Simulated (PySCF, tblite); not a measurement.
# C₅H₈F₂O: a rotation path, then NMR shifts on frames, part 2 of 2

tblite 0.8.0 and PySCF 2.14.0. Atoms count from 0.

## Step 5: Nuclear shieldings: image 3, PBE0/pcSseg-1

Job settings and geometry (Å):

```
{"job": {"kind": "nmr", "xc": "PBE0", "basis": "pcSseg-1", "pop": false}, "charge": 0, "multiplicity": 1}
C      2.458500    -0.147000    -0.094800
C      1.111200    -0.720700     0.181500
C     -0.050000    -0.078500     0.205300
C     -0.269700     1.382200    -0.034500
O     -1.157700    -0.845400     0.624400
C     -2.346300    -0.704800     0.019200
F     -3.270800    -1.315500     0.777200
F     -2.380100    -1.340300    -1.189400
H      2.423400     0.910800    -0.333700
H      3.096200    -0.282500     0.777900
H      2.921400    -0.677300    -0.925600
H      1.096900    -1.775600     0.415600
H      0.636700     1.827400    -0.428800
H     -0.519900     1.874800     0.905400
H     -1.068400     1.570500    -0.749300
H     -2.689100     0.330900    -0.161900
```

With the program's defaults for keys left out, this is: GIAO PBE0/pcSseg-1 NMR shielding, non-relativistic, gas phase.

What it wrote:

```text
coarse grid: 13648 points
cycle   1  E = -469.4757252677  dE =  1.147e+00  |g| = 8.865e-01  |ddm| = 3.468e+00
cycle   2  E = -469.3578894211  dE =  1.178e-01  |g| = 1.244e+00  |ddm| = 1.183e+00
cycle   3  E = -469.6147356586  dE = -2.568e-01  |g| = 8.724e-02  |ddm| = 7.110e-01
cycle   4  E = -469.6158007734  dE = -1.065e-03  |g| = 5.672e-02  |ddm| = 1.099e-01
cycle   5  E = -469.6165304955  dE = -7.297e-04  |g| = 1.378e-02  |ddm| = 5.069e-02
cycle   6  E = -469.6165698572  dE = -3.936e-05  |g| = 3.678e-03  |ddm| = 1.209e-02
cycle   7  E = -469.6165729006  dE = -3.043e-06  |g| = 5.889e-04  |ddm| = 3.164e-03
final grid: 133432 points
cycle   8  E = -469.6887393050  dE = -4.338e-05  |g| = 1.140e-02  |ddm| = 2.524e-02
cycle   9  E = -469.6887181948  dE =  2.111e-05  |g| = 1.589e-02  |ddm| = 1.709e-02
cycle  10  E = -469.6887644395  dE = -4.624e-05  |g| = 1.447e-03  |ddm| = 1.013e-02
cycle  11  E = -469.6887648593  dE = -4.198e-07  |g| = 3.380e-04  |ddm| = 1.297e-03
cycle  12  E = -469.6887648754  dE = -1.613e-08  |g| = 1.553e-04  |ddm| = 3.247e-04
cycle  13  E = -469.6887648801  dE = -4.723e-09  |g| = 3.823e-05  |ddm| = 1.306e-04
cycle  14  E = -469.6887648805  dE = -3.239e-10  |g| = 1.204e-05  |ddm| = 3.661e-05
converged SCF energy = -469.6887648805

GIAO shielding tensors (ppm)
atom      isotropic    diamagn.    paramagn.     s11        s22        s33       span
  0 C      171.731     248.026     -76.295    159.230    171.477    184.487     25.257
  1 C       67.547     256.282    -188.735    -30.103     81.905    150.838    180.942
  2 C       34.464     258.330    -223.867    -65.516     81.143     87.765    153.281
  3 C      175.767     249.421     -73.655    161.284    178.430    187.587     26.304
  4 O      157.185     401.403    -244.218    118.557    141.549    211.448     92.891
  5 C       65.992     238.817    -172.825     46.179     73.628     78.168     31.989
  6 F      278.240     467.398    -189.159    182.737    301.788    350.194    167.457
  7 F      257.499     473.638    -216.139    176.884    244.955    350.656    173.772
  8 H       29.995      31.097      -1.102     25.391     30.885     33.709      8.317
  9 H       29.867      27.996       1.872     25.393     27.364     36.845     11.451
 10 H       29.840      28.408       1.432     25.400     27.464     36.656     11.256
 11 H       26.036      33.188      -7.152     22.899     25.225     29.984      7.085
 12 H       29.366      31.447      -2.082     24.294     29.619     34.184      9.890
 13 H       30.030      29.564       0.466     26.056     26.915     37.120     11.064
 14 H       29.867      30.708      -0.841     24.884     29.451     35.266     10.381
 15 H       24.967      28.563      -3.596     21.491     25.306     28.105      6.614
```

It took 18 s on 1 thread of Arm Neoverse V2, shared host; peak memory 0.81 GiB.

In short: δ C2 152.5, C5 120.9, C1 119.4, C0 15.2, H15 6.75, H11 5.68 ppm.

## Step 6: Nuclear shieldings: image 5, PBE0/pcSseg-1

Job settings and geometry (Å):

```
{"job": {"kind": "nmr", "xc": "PBE0", "basis": "pcSseg-1", "pop": false}, "charge": 0, "multiplicity": 1}
C      2.303300    -0.227300    -0.241500
C      0.940100    -0.655500     0.178500
C     -0.114400     0.121800     0.378100
C     -0.228900     1.605500     0.235400
O     -1.310400    -0.483200     0.841600
C     -2.156200    -0.870800    -0.122600
F     -3.381200    -1.023400     0.402400
F     -1.819100    -2.092400    -0.631500
H      2.364900     0.841500    -0.417400
H      3.021900    -0.495500     0.531600
H      2.589200    -0.754100    -1.150900
H      0.820000    -1.717200     0.346600
H      0.595700     2.013400    -0.338700
H     -0.237400     2.065300     1.222900
H     -1.165600     1.864400    -0.256600
H     -2.229400    -0.183600    -0.989300
```

Method: GIAO PBE0/pcSseg-1 NMR shielding, non-relativistic, gas phase.

What it wrote:

```text
coarse grid: 13648 points
cycle   1  E = -469.4812418216  dE =  1.140e+00  |g| = 8.821e-01  |ddm| = 3.483e+00
cycle   2  E = -469.3709581961  dE =  1.103e-01  |g| = 1.228e+00  |ddm| = 1.156e+00
cycle   3  E = -469.6182974436  dE = -2.473e-01  |g| = 7.930e-02  |ddm| = 6.862e-01
cycle   4  E = -469.6191378453  dE = -8.404e-04  |g| = 5.220e-02  |ddm| = 1.003e-01
cycle   5  E = -469.6197512318  dE = -6.134e-04  |g| = 1.342e-02  |ddm| = 4.796e-02
cycle   6  E = -469.6197889046  dE = -3.767e-05  |g| = 3.786e-03  |ddm| = 1.204e-02
cycle   7  E = -469.6197921806  dE = -3.276e-06  |g| = 5.022e-04  |ddm| = 3.277e-03
final grid: 133432 points
cycle   8  E = -469.6908831549  dE = -4.738e-05  |g| = 1.160e-02  |ddm| = 3.208e-02
cycle   9  E = -469.6908631644  dE =  1.999e-05  |g| = 1.583e-02  |ddm| = 1.789e-02
cycle  10  E = -469.6909096280  dE = -4.646e-05  |g| = 1.440e-03  |ddm| = 1.048e-02
cycle  11  E = -469.6909100433  dE = -4.152e-07  |g| = 3.415e-04  |ddm| = 1.294e-03
cycle  12  E = -469.6909100601  dE = -1.683e-08  |g| = 1.619e-04  |ddm| = 3.540e-04
cycle  13  E = -469.6909100652  dE = -5.078e-09  |g| = 3.681e-05  |ddm| = 1.303e-04
cycle  14  E = -469.6909100655  dE = -3.034e-10  |g| = 1.124e-05  |ddm| = 3.658e-05
converged SCF energy = -469.6909100655

GIAO shielding tensors (ppm)
atom      isotropic    diamagn.    paramagn.     s11        s22        s33       span
  0 C      171.005     248.695     -77.689    158.146    170.614    184.256     26.110
  1 C       59.280     256.397    -197.117    -43.980     70.450    151.370    195.350
  2 C       33.147     259.543    -226.396    -66.802     80.162     86.082    152.884
  3 C      171.087     247.673     -76.586    162.327    165.003    185.931     23.604
  4 O      164.297     403.389    -239.092    129.568    163.802    199.520     69.952
  5 C       64.377     241.005    -176.628     44.891     71.127     77.114     32.223
  6 F      272.480     467.652    -195.172    180.087    291.811    345.541    165.454
  7 F      262.300     474.697    -212.397    171.150    250.040    365.712    194.562
  8 H       30.007      31.166      -1.159     25.492     30.668     33.863      8.371
  9 H       29.827      28.025       1.802     25.501     27.285     36.694     11.193
 10 H       29.874      28.853       1.021     25.476     27.668     36.478     11.002
 11 H       25.787      33.379      -7.591     22.781     24.390     30.191      7.410
 12 H       29.594      31.022      -1.428     24.648     29.563     34.570      9.922
 13 H       29.577      28.681       0.896     25.679     26.793     36.259     10.580
 14 H       30.116      30.303      -0.187     25.546     29.567     35.235      9.688
 15 H       25.598      29.488      -3.890     22.850     25.209     28.735      5.885
```

Wall time 18 s (1 thread of Arm Neoverse V2, shared host); peak memory 0.81 GiB.

Key values: δ C2 153.8, C1 127.6, C5 122.5, C0 15.9, H15 6.12, H11 5.93 ppm.

## Step 7: Shielding tensors: image 8, PBE0/pcSseg-1

Job settings and geometry (Å):

```
{"job": {"kind": "nmr", "xc": "PBE0", "basis": "pcSseg-1", "pop": false}, "charge": 0, "multiplicity": 1}
C      2.147700    -0.223600    -0.361800
C      0.705400    -0.526000    -0.118900
C     -0.234700     0.348400     0.213900
C     -0.082300     1.813000     0.472200
O     -1.574100    -0.015900     0.416000
C     -2.032200    -1.156100    -0.118900
F     -3.370100    -1.073800    -0.199600
F     -1.780900    -2.239200     0.667500
H      2.356900     0.840500    -0.346600
H      2.757900    -0.706400     0.400800
H      2.448500    -0.626600    -1.328300
H      0.454400    -1.573000    -0.218700
H      0.846700     2.192500     0.063300
H     -0.098900     1.999300     1.544700
H     -0.919800     2.345600     0.028300
H     -1.632000    -1.389700    -1.125400
```

With the program's defaults for keys left out, this is: GIAO PBE0/pcSseg-1 NMR shielding, non-relativistic, gas phase.

What it wrote:

```text
coarse grid: 13648 points
cycle   1  E = -469.4862428738  dE =  1.160e+00  |g| = 8.712e-01  |ddm| = 3.470e+00
cycle   2  E = -469.3892646332  dE =  9.698e-02  |g| = 1.191e+00  |ddm| = 1.113e+00
cycle   3  E = -469.6205404534  dE = -2.313e-01  |g| = 6.475e-02  |ddm| = 6.365e-01
cycle   4  E = -469.6210897667  dE = -5.493e-04  |g| = 3.968e-02  |ddm| = 7.499e-02
cycle   5  E = -469.6214061291  dE = -3.164e-04  |g| = 1.120e-02  |ddm| = 3.547e-02
cycle   6  E = -469.6214282794  dE = -2.215e-05  |g| = 4.304e-03  |ddm| = 1.072e-02
cycle   7  E = -469.6214325385  dE = -4.259e-06  |g| = 4.396e-04  |ddm| = 3.730e-03
final grid: 133432 points
cycle   8  E = -469.6932244251  dE = -4.637e-05  |g| = 1.086e-02  |ddm| = 3.056e-02
cycle   9  E = -469.6932050680  dE =  1.936e-05  |g| = 1.511e-02  |ddm| = 1.671e-02
cycle  10  E = -469.6932474474  dE = -4.238e-05  |g| = 1.707e-03  |ddm| = 1.024e-02
cycle  11  E = -469.6932480667  dE = -6.193e-07  |g| = 3.859e-04  |ddm| = 1.587e-03
cycle  12  E = -469.6932480918  dE = -2.512e-08  |g| = 1.615e-04  |ddm| = 3.705e-04
cycle  13  E = -469.6932480971  dE = -5.246e-09  |g| = 3.320e-05  |ddm| = 1.285e-04
cycle  14  E = -469.6932480973  dE = -2.337e-10  |g| = 1.109e-05  |ddm| = 3.192e-05
converged SCF energy = -469.6932480973

GIAO shielding tensors (ppm)
atom      isotropic    diamagn.    paramagn.     s11        s22        s33       span
  0 C      171.165     247.371     -76.206    158.853    169.264    185.377     26.524
  1 C       80.258     261.093    -180.835     -5.341     84.700    161.416    166.757
  2 C       30.122     256.865    -226.743    -69.506     70.213     89.658    159.163
  3 C      169.729     247.728     -77.999    156.884    164.904    187.399     30.515
  4 O      148.625     402.113    -253.488    108.275    140.373    197.227     88.952
  5 C       64.637     241.695    -177.058     46.492     70.532     76.887     30.395
  6 F      274.379     467.799    -193.421    171.410    301.317    350.409    178.999
  7 F      262.846     474.224    -211.378    182.610    254.095    351.834    169.224
  8 H       30.021      30.876      -0.855     25.367     30.556     34.139      8.772
  9 H       29.773      28.597       1.176     25.289     27.438     36.593     11.304
 10 H       29.937      28.757       1.179     25.261     27.731     36.819     11.557
 11 H       26.765      34.793      -8.028     22.189     26.789     31.317      9.128
 12 H       29.525      30.678      -1.152     24.464     29.874     34.238      9.774
 13 H       29.612      28.765       0.847     25.724     27.012     36.102     10.378
 14 H       29.875      29.311       0.564     25.399     28.632     35.593     10.193
 15 H       25.266      29.798      -4.532     22.645     25.206     27.948      5.303
```

Wall time 18 s (1 thread of Arm Neoverse V2, shared host); peak memory 0.81 GiB.

This run: δ C2 156.8, C5 122.3, C1 106.7, C3 17.2, H15 6.45, H11 4.95 ppm.

## Step 8: Side by side: NMR shifts

Shifts (ppm) of some atoms, chosen among heavy atoms and hydrogens apart, with basis size and wall time:

```
  frame     C1    C3   H15   H11     O4     F7      F6  functions  time
image 0  117.8  15.8  6.35  5.66  183.1  -84.6  -101.2        176  24 s
image 1  113.7  13.3  6.65  5.49  183.4  -82.1  -104.9        176  18 s
image 3  119.4  11.2  6.75  5.68  178.9  -86.6  -107.3        176  18 s
image 5  127.6  15.8  6.12  5.93  171.8  -91.4  -101.5        176  18 s
image 8  106.7  17.2  6.45  4.95  187.5  -91.9  -103.4        176  18 s
```

## Step 9: Summary of results

This closing draws on all 2 parts.

| quantity | value |
| --- | --- |
| lowest and highest image | -0.076 and 0.056 eV |
| 13C shifts against TMS (PBE0/pcSseg-1, image 0) | 154.1, 123.8, 117.8, 15.8, 15.2 ppm |
| 1H shifts against TMS (PBE0/pcSseg-1, image 0) | 6.35, 5.66, 2.32, 2.14, 1.89, 1.87, 1.72, 1.69 ppm |
| 17O shifts against H2O (PBE0/pcSseg-1, image 0) | 183.1 ppm |
| 19F shifts against CFCl3 (PBE0/pcSseg-1, image 0) | -84.6, -101.2 ppm |
| surface potential, 1st and 99th percentile | -1.14 V and 1.35 V |
| range of the shift of C1 | 106.7 to 127.6 ppm |

What this shows: The band dips 1.8 kcal/mol below its start, so the start is not the lowest point of the turn; from the lowest image the climb to the highest is 3.1 kcal/mol (GFN2-xTB, rough). Shifts at one fixed geometry are not the observed spectrum, which averages over the motion. Across the 5 runs the shift of C1 moves most, between 106.7 (image 8) and 127.6 ppm (image 5).
